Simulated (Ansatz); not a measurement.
# HIn: the cost of one run

All numbers are computed with Ansatz 0.2.0, driven from Python. Level of theory: B3LYP+D3(BJ)/def2-SVP.

## (1) Starting point

Bond lengths: In1–H2 1.710 Å.

The script holds or builds the structure itself.

## (2) The code

Input file states_hin.py:

```python
# -*- coding: utf-8 -*-
"""Does a wider search find a lower mean-field state of HIn?"""

import logging
import sys

import ansatz as az
from ase import Atoms
import numpy as np

logging.basicConfig(stream=sys.stdout, format="%(levelname)s %(message)s")
logger = logging.getLogger("hin")
logger.setLevel(logging.INFO)

SETTINGS = {
    "basis_set": "def2-SVP",
    "functional": "b3lyp",
    "dispersion": "d3bj",
}

atoms = Atoms(["In", "H"], positions=[
    [0.0, 0.0, 0.0],
    [0.0, 0.0, 1.71],
])
system = az.Crystal.molecule_from_ase(atoms)
symbols = [site.symbol for site in system.cartesian_sites]

start = np.array([site.position_ang for site in system.cartesian_sites])
for factor in [1.0, 1.3]:
    xyz = (start - start.mean(axis=0)) * factor
    scaled = az.Crystal.molecule()
    for symbol, place in zip(symbols, xyz):
        scaled = scaled.atom(symbol, place.tolist())
    job = (
        scaled.calculation()
        .basis(gaussian=SETTINGS["basis_set"])
        .functional(SETTINGS["functional"], dispersion=SETTINGS["dispersion"])
        .spin("collinear")
    )
    for search in ("off", "standard"):
        try:
            summary = job.scf(lower_state_search=search).run(threads=1).report
        except az.AnsatzError as error:
            logger.info(f"x{factor} search {search}: {type(error).__name__}")
            continue
        state = summary["mean_field"]["state"]
        logger.info(f"all distances x{factor}, search {search:8s} E = {summary['free_energy_ev']:.5f} eV  <S^2> = {abs(state['spin_squared']):.3f}  other states met: {len(summary['mean_field']['others'])}")
```

## (3) The input behind the calls

The engine receives this input (first run):

```yaml
crystal:
  periodic: [false, false, false]
  atoms:
    - { symbol: In, position_ang: [0.0, 0.0, -0.855] }
    - { symbol: H, position_ang: [0.0, 0.0, 0.855] }
basis:
  gaussian:
    orbitals: def2-SVP
hamiltonian:
  xc: b3lyp
  dispersion: d3bj
magnetization:
  spin_polarized: true
scf:
  lower_state_search: "off"
```

## (4) Running it

On the command line:

```console
$ python states_hin.py
```

Q: Estimate wall time and peak memory on 1 thread of AMD EPYC 7B13 (Zen 3), shared host.

About 2.8 s, with a peak of 0.17 GiB.
